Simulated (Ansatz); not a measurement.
# CH6GaInS: basis-set convergence

Aim: see how fast density functionals converge with the basis set for CH6GaInS.

Method: one geometry, several basis sets; program: Ansatz 0.2.0, Gaussian basis.

Levels to be run: PBE0-D4/def2-SVP; ωB97M-V/def2-SVP; PBE0-D4/def2-QZVPP; ωB97M-V/def2-QZVPP; the functionals' def2-TZVPP values are taken from earlier runs.

### Step 1. The geometry

An earlier PBE0-D4 in a triple-zeta def2 set relaxation fixed the geometry. In takes the def2 core potential; no spin-orbit term is included.

10 atoms, charge 0, spin multiplicity 1.

Atoms are counted from 1 here; the program's logs count them from 0.

Bond lengths: C1–Ga3 1.975 Å, C1–H5 1.092 Å, C1–H6 1.092 Å, C1–H7 1.092 Å, In2–S4 2.749 Å, In2–H8 2.120 Å, Ga3–S4 2.398 Å, Ga3–H8 1.700 Å, Ga3–H9 1.569 Å, S4–H10 1.345 Å. Angles: Ga3–C1–H5 111.3°, Ga3–C1–H6 110.3°, Ga3–C1–H7 110.5°, H5–C1–H6 108.3°, H5–C1–H7 108.1°, H6–C1–H7 108.2°, S4–In2–H8 76.4°, C1–Ga3–S4 108.7°, C1–Ga3–H8 109.7°, C1–Ga3–H9 127.3°, S4–Ga3–H8 94.7°, S4–Ga3–H9 104.2°, H8–Ga3–H9 107.2°, In2–S4–Ga3 76.2°, In2–S4–H10 91.4°, Ga3–S4–H10 97.1°, In2–H8–Ga3 112.6°.

### Step 2. PBE0-D4 in def2-SVP

in.yaml reads:

```yaml
crystal:
  periodic: [false, false, false]
  atoms:
    - {symbol: C, position_ang: [-0.062025, 1.514787, 0.294415]}
    - {symbol: In, position_ang: [-1.188399, -2.466759, -1.370585]}
    - {symbol: Ga, position_ang: [0.762273, -0.151057, -0.372426]}
    - {symbol: S, position_ang: [0.063857, -1.969549, 1.026034]}
    - {symbol: H, position_ang: [-1.145289, 1.412699, 0.387538]}
    - {symbol: H, position_ang: [0.344197, 1.772978, 1.274426]}
    - {symbol: H, position_ang: [0.142691, 2.342392, -0.388165]}
    - {symbol: H, position_ang: [-0.079628, -0.698422, -1.744537]}
    - {symbol: H, position_ang: [2.287483, -0.422819, -0.623250]}
    - {symbol: H, position_ang: [-1.042061, -1.385348, 1.519350]}
basis:
  gaussian: {orbitals: def2-SVP}
hamiltonian: {xc: pbe0, dispersion: d4}
output: {orbitals: {seedname: orbitals}}
```

Further steps of the session: ωB97M-V in def2-SVP; PBE0-D4 in def2-QZVPP; ωB97M-V in def2-QZVPP.

**Question.** What will the summary of the whole plan be? Wanted: PBE0-D4: double and triple zeta above quadruple; ωB97M-V: double and triple zeta above quadruple.

**Answer**, as computed:

```
                                       quantity           value
PBE0-D4: double and triple zeta above quadruple  13.46, 1.61 eV
ωB97M-V: double and triple zeta above quadruple  13.47, 1.56 eV
```

What this shows: PBE0-D4 gains 11.85 eV from double to triple zeta, then 1.61 eV more. Total energies overstate the basis error of differences, where much of it tends to cancel.
